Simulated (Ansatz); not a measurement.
A nudged elastic band was laid between two geometries of a periodic cell of 15 atoms, Al₆SiN₈ (host AlN, host structure P6_3mc, dopant Si, one Al atom removed), cell charge +2.

Level of theory: DFT LDA, scalar-relativistic, plane waves, PAW (Ansatz). Settings: PAW set soft_1, cutoff 420 eV, k mesh 2x2x2, gaussian smearing 0.05 eV, no spin polarisation.

- movable images: 5
- climbing image: yes
- spring: 5.0 eV/Å²
- optimiser: quadratic models (default)
- start path: IDPP
- force threshold: 0.05 eV/Å
- iteration limit: 73
- end points: relaxed

First end point:

```xyz
15
Lattice="-3.1286 -5.4189 0.0000 4.6929 -2.7094 0.0000 0.0000 0.0000 5.0170" Properties=species:S:1:pos:R:3
Al 1.544 -4.537 2.537
Si -0.011 -3.687 4.973
N 1.453 -4.495 4.399
N -0.148 -4.488 1.583
Al 3.092 -3.622 5.037
N 0.000 -1.960 4.937
N 2.605 -3.294 1.774
Al 3.191 -1.759 2.536
Al 1.604 -0.965 4.974
N 3.179 -1.832 4.380
N 2.302 -0.275 1.607
Al -1.693 -4.394 2.656
Al 1.552 -6.317 5.038
N -1.521 -4.461 4.422
N 1.630 -6.314 1.895
```

Last end point:

```xyz
15
Lattice="-3.1286 -5.4189 0.0000 4.6929 -2.7094 0.0000 0.0000 0.0000 5.0170" Properties=species:S:1:pos:R:3
Al 1.600 -4.507 2.538
Si 0.011 -1.732 7.491
N 2.089 -4.835 4.291
N 0.001 -3.459 2.438
Al 3.150 -3.592 5.055
N 0.148 -0.933 4.099
N 3.240 -3.634 1.900
Al 3.141 -1.813 2.538
Al 1.692 -1.028 5.173
N 3.064 -1.815 4.412
N 1.521 -0.960 1.922
Al -1.603 -4.454 2.474
Al 1.503 -6.371 5.054
N -2.301 -5.146 4.124
N 1.514 -6.297 1.881
```

Task: Which bonds break or form, and what moves?

Result: Contacts lost: Si2–N3, Si2–N14, N4–N11. Contacts made: Si2–N7, Si2–N11, N6–N14. The atom that moves furthest is Si2, by 3.19 Å.

Task: Give the energies along the band, and the barrier.

Result: It converged. The highest image is number 4 of 0 to 6, 4.52 eV above the ends, which have the same energy within 2 meV. The profile has 2 maxima (images 1, 4) with wells between them (image 2): this band takes more than one step, which may be the mechanism or a detour left from its start path. Neighbouring images differ by up to 2.9 eV, so the band resolves the path poorly. By the program's own check the climbing image is a first-order saddle point (lowest curvatures found: -5.19 and 2.16 eV/Å²). Limits of this set-up: coarse k mesh, PAW files made for another functional, charged cell in a uniform background, uncorrected.

```tsv
image	path coordinate (Å)	energy (eV)	Si2–N3 (Å)	Si2–N14 (Å)	N4–N11 (Å)
0	0.00	0.00	1.77	1.78	1.38
1	1.49	2.42	1.78	2.92	1.48
2	2.98	1.50	1.76	3.11	2.67
3	4.47	3.74	3.31	3.74	2.80
4	5.95	4.52	3.80	3.90	3.13
5	7.11	2.94	3.56	3.57	3.02
6	8.27	0.00	3.21	2.72	2.97
```

Task: What is the geometry of the highest image?

Result: 
```xyz
15
Lattice="-3.1286 -5.4189 0.0000 4.6929 -2.7094 0.0000 0.0000 0.0000 5.0170" Properties=species:S:1:pos:R:3
Al 1.532 -4.617 2.464
Si 0.475 -2.243 6.646
N 1.972 -4.759 4.231
N -0.063 -3.643 2.336
Al 3.124 -3.557 4.950
N 0.050 -1.753 5.067
N 2.593 -3.354 1.678
Al 3.141 -1.787 2.464
Al 1.723 -0.876 4.915
N 3.168 -1.805 4.309
N 1.521 -0.911 1.925
Al -1.691 -4.506 2.449
Al 1.547 -6.357 4.992
N -1.821 -4.674 4.274
N 1.501 -6.341 1.810
```

Time of the run: 17 min on 1 thread of Arm Neoverse V2 (shared host), peak memory 0.52 GiB.
